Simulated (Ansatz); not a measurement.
# Ni: the cost of one run

Program: Ansatz 0.2.0. Level of theory: DFT PBE, PAW, plane waves, scalar-relativistic. These are calculated values, not measurements.

## Step 1: The starting structure

It takes space group Fm-3m (No. 225, cubic). Conventional cell: a = 3.535 Å, b = 3.535 Å, c = 3.535 Å, α = 90.00°, β = 90.00°, γ = 90.00°. Around Ni (site symmetry m-3m) lie 12 Ni at 2.50 Å.

As a file:

```
CELL_PARAMETERS angstrom
0.00000 1.76735 1.76735
1.76735 0.00000 1.76735
1.76735 1.76735 0.00000
ATOMIC_POSITIONS crystal
Ni 0.00000 0.00000 0.00000
```

In tables a label like Ni1 counts atoms in the order of input.yaml; a structure file may count by element.

Each fixed run starts with its moment spread in parallel over the d and f atoms; the search for lower states is off.

Site moments are integrals over atomic spheres and don't add up to the total.

## Step 2: Usual moment, free total moment

input.yaml reads:

```yaml
crystal:
  lattice:
    - [0.0, 1.76735, 1.76735]
    - [1.76735, 0.0, 1.76735]
    - [1.76735, 1.76735, 0.0]
  atoms:
    - { symbol: Ni, position: [0.0, 0.0, 0.0], spin: 2.0 }
magnetization:
  spin_polarized: true
hamiltonian:
  xc: pbe
  pseudopotentials: { kind: paw }
basis:
  ecutwfc: 420
kpoints:
  mp_grid: { grid: [12, 12, 12] }
scf:
  occupations: { method: fermi_dirac, width: 0.1 }
  lower_state_search: "off"
output:
  forces: true
  stress: true
```

**Question.** How long does this run take on 2 threads of an x86-64 CPU, shared host, and how much memory does it need?

About 1.1 s, with a peak of 0.29 GiB.
